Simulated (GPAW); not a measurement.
The system is Co3Ir.

```
CELL_PARAMETERS angstrom
3.58256 0.00000 0.00000
0.00000 3.58256 0.00000
0.00000 0.00000 3.58256
ATOMIC_POSITIONS crystal
Ir 0.00000 0.00000 0.00000
Co 0.50000 0.50000 0.00000
Co 0.50000 0.00000 0.50000
Co 0.00000 0.50000 0.50000
```

The cell comes from a database or a generator and needn't be the stable form of this composition.

Base run:

* Program: GPAW 26.7.0
* Functional: PBEsol
* Potentials or basis: PAW data sets generated in the run's folder for this functional
* Cutoff: 600 eV
* Basis: pw
* k mesh: 8 × 8 × 8
* Occupations: fermi-dirac, width 0.05 eV
* Spin: collinear spin, ferromagnetic start
* Starting moments: [0.6, 2.0, 2.0, 2.0] μB
* Hubbard terms: Co d U = 8 eV

Its results: pressure 44.2 GPa; net moment 7.48 μB per cell; site moments Ir +0.06; Co +2.50 μB.

Question: The run is repeated on the same cell with these changes: hubbard terms from Co d U = 8 eV to Co d U = 6 eV. What comes out?

Answer: Pressure 32.1 GPa; net moment 7.08 μB per cell; site moments Ir +0.21; Co +2.34 μB.

Caveats: a pressure of tens of GPa on the cell as given is suspect, and the run, the potentials or the cell itself is likely at fault; the U is typed as a test and isn't derived for this compound.
